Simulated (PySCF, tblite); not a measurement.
**H₁₀OSSi₄: geometry, infrared bands and NMR shifts**

Wanted: the infrared bands and NMR shifts of H₁₀OSSi₄ (`O[Si@H]([SiH3])[SiH2]S[SiH3]`), by calculation.

Computed with tblite 0.8.0 and PySCF 2.14.0, with density-fitted response routines of our own, on a single molecule in the gas phase. Atoms count from 0, in the outputs and in this text.

## (1) The molecule as given

16 atoms, charge 0, multiplicity 1; geometry from: force field or distance geometry start.

Bonds of the start (Å): O0–Si1 1.71, Si1–Si2 2.21, Si1–Si3 2.25, Si3–S4 2.15, S4–Si5 2.13, O0–H6 1.00, Si1–H7 1.49, Si2–H8 1.46, Si2–H9 1.48, Si2–H10 1.47, Si3–H11 1.47, Si3–H12 1.46, Si5–H13 1.47, Si5–H14 1.47, Si5–H15 1.49.

## (2) Relaxing the molecule with GFN2-xTB

Job settings and geometry (Å):

```
{"job": {"kind": "relax", "xc": "GFN2-xTB", "basis": "xTB"}, "charge": 0, "multiplicity": 1}
O     -2.235200    -2.227900    -0.989300
Si    -1.570500    -0.951300    -0.063500
Si    -2.643900     0.965500    -0.275600
Si     0.564800    -0.544600    -0.628800
S      1.379400     0.612000     0.992700
Si     3.490500     0.857400     0.843000
H     -2.667600    -2.841400    -0.332400
H     -1.562000    -1.292800     1.388700
H     -3.960400     0.740100    -0.876900
H     -2.823300     1.533500     1.081000
H     -1.835400     1.933100    -1.035200
H      1.267800    -1.816500    -0.827200
H      0.597600     0.204600    -1.881700
H      3.895200     1.476700    -0.421700
H      4.207000    -0.410900     1.062300
H      3.888500     1.771500     1.953300
```

Launch:

```bash
$ OMP_NUM_THREADS=1 python probes_run.py task.json out
```

The driver reads the jobs from task.json and runs them one after another.

**Question.** This job is followed by: GFN2-xTB harmonic vibrations, gas phase; GIAO PBE0/pcSseg-1 NMR shielding, non-relativistic, gas phase. What will the session give for the following? strongest single infrared mode (GFN2-xTB); zero-point energy (GFN2-xTB); ¹H shifts against TMS (PBE0/pcSseg-1, means over atoms taken as alike); ¹⁷O shifts against H2O (PBE0/pcSseg-1); ²⁹Si shifts against TMS (PBE0/pcSseg-1); ³³S shifts against CS2 (PBE0/pcSseg-1); surface potential, 1st and 99th percentile.

The runs gave:

```
                                                              quantity                                   value
                             strongest single infrared mode (GFN2-xTB)                    604 cm⁻¹, 641 km/mol
                                          zero-point energy (GFN2-xTB)                           55.5 kcal/mol
¹H shifts against TMS (PBE0/pcSseg-1, means over atoms taken as alike)  6.23, 4.99, 4.88, 4.64, 3.54, 0.00 ppm
                                ¹⁷O shifts against H2O (PBE0/pcSseg-1)                                -1.5 ppm
                               ²⁹Si shifts against TMS (PBE0/pcSseg-1)          -8.1, -53.1, -56.4, -115.2 ppm
                                ³³S shifts against CS2 (PBE0/pcSseg-1)                                -365 ppm
                                 surface potential, 1st and 99th percentile                      -0.99 V and 2.32 V
```

In words: The optimisation took 123 steps and gained 0.720 eV; among the close pairs (by a distance rule), Si1–Si2 changed most, from 2.207 to 2.325 Å. The lowest mode is slightly imaginary (12i cm⁻¹), a soft motion within the noise of the Hessian, so the minimum is not strictly shown. The strongest single mode, at 604 cm⁻¹, moves mainly H7. GFN2-xTB is a fitted tight-binding method: band positions and strengths are rough. Its intensities can rank the bands wrongly. At PBE0/pcSseg-1: The largest span, 183 ppm, is at Si1, where the paramagnetic term is -521 ppm. At PBE0/pcSseg-1, counted by nearest atom on the grid, the HOMO lies on S4 78 %, the LUMO on Si1 22 %; Si3 12 %.
